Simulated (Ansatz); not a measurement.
# TaC3: the cost of one run

Program: Ansatz 0.2.0. Level of theory: DFT PBE, scalar-relativistic, plane waves, PAW. These are calculated values, not measurements.

1 further run of the same task is left out (it didn't finish).

## 1. The starting structure

The structure is triclinic, space group P1 (No. 1). The conventional cell has a = 2.930 Å, b = 3.951 Å, c = 4.482 Å, α = 93.83°, β = 94.22°, γ = 100.09°. Ta (site symmetry 1) is surrounded by 4 C at 1.35 to 1.78 Å. C (site symmetry 1) is surrounded by 2 Ta at 1.78 to 2.27 Å and 1 C at 1.79 Å. Around C (site symmetry 1) lie 1 Ta at 1.35 Å. C (site symmetry 1) is surrounded by 2 Ta at 1.65 to 1.66 Å and 2 C at 1.71 to 1.79 Å.

As a file:

```
CELL_PARAMETERS angstrom
2.92999 0.00000 0.00000
-0.69223 3.88976 0.00000
0.32994 0.36306 4.45528
ATOMIC_POSITIONS crystal
Ta 0.13349 0.51051 0.63641
C 0.50165 0.32179 0.38749
C 0.96253 0.75579 0.78221
C 0.58476 0.37561 0.77364
```

## 2. Rough relaxation on the coarse mesh

The input, input.yaml:

```yaml
crystal:
  lattice:
    - [2.9299864529, 0.0, 0.0]
    - [-0.6922284328, 3.8897620781, 0.0]
    - [0.3299355962, 0.3630581815, 4.4552849473]
  atoms:
    - { symbol: Ta, position: [0.133486581, 0.5105102229, 0.6364099087] }
    - { symbol: C, position: [0.501650774, 0.3217939859, 0.387489662] }
    - { symbol: C, position: [0.9625287309, 0.7557875278, 0.782211569] }
    - { symbol: C, position: [0.584759004, 0.3756089591, 0.7736366589] }
basis:
  ecutwfc: 420
kpoints:
  mp_grid: { grid: [6, 4, 4] }
hamiltonian:
  xc: pbe
scf:
  occupations: { method: gaussian, width: 0.1 }
  lower_state_search: "off"
output:
  forces: true
  stress: true
  eigenvalues: true
relax:
  adjacent_minimum: "off"
  f_tol: 0.04
  max_steps: 70
  cell: { stress_tol: 0.4 }
```

Started as:

```
$ ansatz run input.yaml --threads 1 --pin off --max-ram 2560MiB --backend cpu --events-out ev --progress --plain --runs-dir out
```

Q: Estimate wall time and peak memory on 1 thread of Intel Xeon 6975P-C (Granite Rapids), shared host.

About 55 s, with a peak of 0.39 GiB.
